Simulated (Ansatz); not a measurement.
# Si3NH9 (SMILES [SiH3]N([SiH3])[SiH3]) at CCSD(T)/6-31G(d) (spherical functions)

Aim: the vertical ionisation energy of Si3NH9 at CCSD(T)/6-31G* (spherical functions), from 2 runs. 

Program for the calculation: Ansatz 0.2.0.

59 further runs of the same task are left out: 59 set aside as unsound or not needed.

## 1. The system as given

Si3NH9 has 13 atoms, charge 0, and is taken as a singlet. SMILES: `[SiH3]N([SiH3])[SiH3]`. The shape is that of a PBE0-D4/def2-TZVP optimisation.

Bond lengths: Si1–N2 1.735 Å, N2–Si3 1.735 Å, N2–Si4 1.735 Å, Si1–H5 1.488 Å, Si1–H6 1.487 Å, Si1–H7 1.487 Å, Si3–H8 1.487 Å, Si3–H9 1.487 Å, Si3–H10 1.488 Å, Si4–H11 1.487 Å, Si4–H12 1.488 Å, Si4–H13 1.487 Å. Some angles: Si1–N2–Si3 120.0°, Si1–N2–Si4 120.0°, Si3–N2–Si4 120.0°, N2–Si1–H5 107.2°, N2–Si1–H6 111.4°, N2–Si1–H7 111.4°, N2–Si3–H8 111.4°, N2–Si3–H9 111.4°, N2–Si3–H10 107.2°, N2–Si4–H11 111.4°.

## 2. The energy at CCSD(T)/6-31G(d) (spherical functions)

in.yaml reads:

```yaml
basis:
  gaussian:
    orbitals: 6-31G_st_-spherical.json
crystal:
  periodic: [false, false, false]
  atoms:
    - {symbol: Si, position_ang: [-0.519450, 1.440730, -0.815850]}
    - {symbol: N, position_ang: [-0.000690, -0.000090, 0.000350]}
    - {symbol: Si, position_ang: [0.784860, 0.112060, 1.543580]}
    - {symbol: Si, position_ang: [-0.265590, -1.552910, -0.727470]}
    - {symbol: H, position_ang: [-1.148110, 1.019270, -2.096710]}
    - {symbol: H, position_ang: [-1.512750, 2.195720, -0.007190]}
    - {symbol: H, position_ang: [0.625850, 2.343510, -1.105390]}
    - {symbol: H, position_ang: [0.020170, -0.607680, 2.596110]}
    - {symbol: H, position_ang: [2.158120, -0.455830, 1.496860]}
    - {symbol: H, position_ang: [0.862760, 1.555850, 1.894200]}
    - {symbol: H, position_ang: [-1.713780, -1.813530, -0.940290]}
    - {symbol: H, position_ang: [0.285610, -2.575110, 0.202450]}
    - {symbol: H, position_ang: [0.422990, -1.661990, -2.040670]}
total_charge: 0
correlation:
  method: ccsd_t
  frozen_orbitals: {H: 0, "N": 1, Si: 5}
accuracy: high
scf:
  omitted_lower_state_checks: [cluster_reference, increment]
```

The basis set 6-31G* is read from a file made from the Basis Set Exchange's data (not shown).

Run with:

```bash
ansatz run in.yaml --threads 1 --pin off --max-ram 3480MiB --events-out events.jsonl --progress --plain --runs-dir runs
```

Output, shortened:

```text
Warning: RAYON_NUM_THREADS=1 ignored (pool sized by the plan → 1); use --threads N
Functional definition: HF
  name "HF"
[...]
2086 factors; integrals over basis functions are off by at most 3.8e-9 eV
[...]
mean field -25210.95999370 eV, -926.4856911661 hartree, gradient 9.2e-9 eV, S^2 0.000000; 0 other end points of the search recorded, 0 dependent functions left out
16 core orbitals not correlated: weight in the atoms' cores, before any rotation towards them, 1.000 or more for the frozen orbitals, at most 0.000 for the correlated occupied ones
reference -25210.95999370 eV, -926.4856911661 hartree; 13, 13 occupied and 57, 57 virtual orbitals, 2086 factors
second order -10.81638049 eV of doubles, -0.00000000 eV of singles
cycle   1  -11.82610961 eV  change    -1.0e0 eV  update   9.6e-2
[...]
cycle  18  -12.42006046 eV  change   -1.1e-9 eV  update   2.0e-9
perturbative correction -0.32717375 eV, -0.0120234137 hartree
Total energy: -25223.70722792 eV, -926.9541433832 hartree
Checks for a lower state left out: cluster_reference, increment
```

Wall time 12 s (1 thread of Arm Neoverse V2, shared host); peak memory 0.44 GiB.

## 3. The doublet cation, same level

input.yaml reads:

```yaml
crystal:
  periodic: [false, false, false]
  atoms:
    - {symbol: Si, position_ang: [-0.519450, 1.440730, -0.815850]}
    - {symbol: "N", position_ang: [-0.000690, -0.000090, 0.000350]}
    - {symbol: Si, position_ang: [0.784860, 0.112060, 1.543580]}
    - {symbol: Si, position_ang: [-0.265590, -1.552910, -0.727470]}
    - {symbol: H, position_ang: [-1.148110, 1.019270, -2.096710]}
    - {symbol: H, position_ang: [-1.512750, 2.195720, -0.007190]}
    - {symbol: H, position_ang: [0.625850, 2.343510, -1.105390]}
    - {symbol: H, position_ang: [0.020170, -0.607680, 2.596110]}
    - {symbol: H, position_ang: [2.158120, -0.455830, 1.496860]}
    - {symbol: H, position_ang: [0.862760, 1.555850, 1.894200]}
    - {symbol: H, position_ang: [-1.713780, -1.813530, -0.940290]}
    - {symbol: H, position_ang: [0.285610, -2.575110, 0.202450]}
    - {symbol: H, position_ang: [0.422990, -1.661990, -2.040670]}
basis:
  gaussian:
    orbitals: 6-31G_st_-spherical.json
total_charge: 1
magnetization:
  spin_polarized: true
  initial_magnetization: 1
correlation:
  method: ccsd_t
  frozen_orbitals: {H: 0, "N": 1, Si: 5}
accuracy: high
scf:
  omitted_lower_state_checks: [cluster_reference, increment]
```

The basis set 6-31G* is read from a file made from the Basis Set Exchange's data (not shown).

Run with:

```bash
ansatz run input.yaml --threads 1 --pin off --max-ram 3480MiB --events-out events.jsonl --progress --plain --runs-dir runs
```

Output, shortened:

```text
Warning: RAYON_NUM_THREADS=1 ignored (pool sized by the plan → 1); use --threads N
[... 2 set-up lines as earlier in the session ...]
[...]
2087 factors; integrals over basis functions are off by at most 3.7e-9 eV
[...]
mean field -25202.23564519 eV, -926.1650772719 hartree, gradient 7.4e-8 eV, S^2 0.764025; 0 other end points of the search recorded, 0 dependent functions left out
16 core orbitals not correlated: weight in the atoms' cores, before any rotation towards them, 1.000 or more for the frozen orbitals, at most 0.000 for the correlated occupied ones
reference -25202.23564519 eV, -926.1650772719 hartree; 13, 12 occupied and 57, 58 virtual orbitals, 2087 factors
second order -9.87592632 eV of doubles, -0.00000000 eV of singles
cycle   1  -11.14405964 eV  change    -1.3e0 eV  update   1.2e-1
[...]
cycle  25  -11.89952662 eV  change    2.2e-9 eV  update   1.9e-9
perturbative correction -0.33099769 eV, -0.0121639407 hartree
Total energy: -25214.46616950 eV, -926.6145407501 hartree
Checks for a lower state left out: cluster_reference, increment
```

Wall time 44 s (1 thread of Arm Neoverse V2, shared host); peak memory 0.78 GiB.

## 4. What came out

At CCSD(T)/6-31G* (spherical functions), 16 core orbitals frozen:

| quantity | value |
| --- | --- |
| singlet Si3NH9: total energy | -926.95414 Eh |
| singlet Si3NH9: correlation energy (16 core orbitals frozen) | -468.5 mEh |
| singlet Si3NH9: (T) correction | -12.02 mEh |
| singlet Si3NH9: T1 diagnostic | 0.013 |
| doublet cation: total energy | -926.61454 Eh |
| doublet cation: correlation energy (16 core orbitals frozen) | -449.5 mEh |
| doublet cation: (T) correction | -12.16 mEh |
| doublet cation: ⟨S²⟩ of the reference determinant | 0.764 |
| doublet cation: T1 diagnostic | 0.031 |
| vertical ionisation energy (to the doublet cation) | 9.241 eV |

What this shows: Removing an electron at fixed nuclei costs 9.24 eV (892 kJ/mol). The triples (singlet Si3NH9) make up 2.6 % of the correlation energy. The triples (doublet cation) make up 2.7 % of the correlation energy.
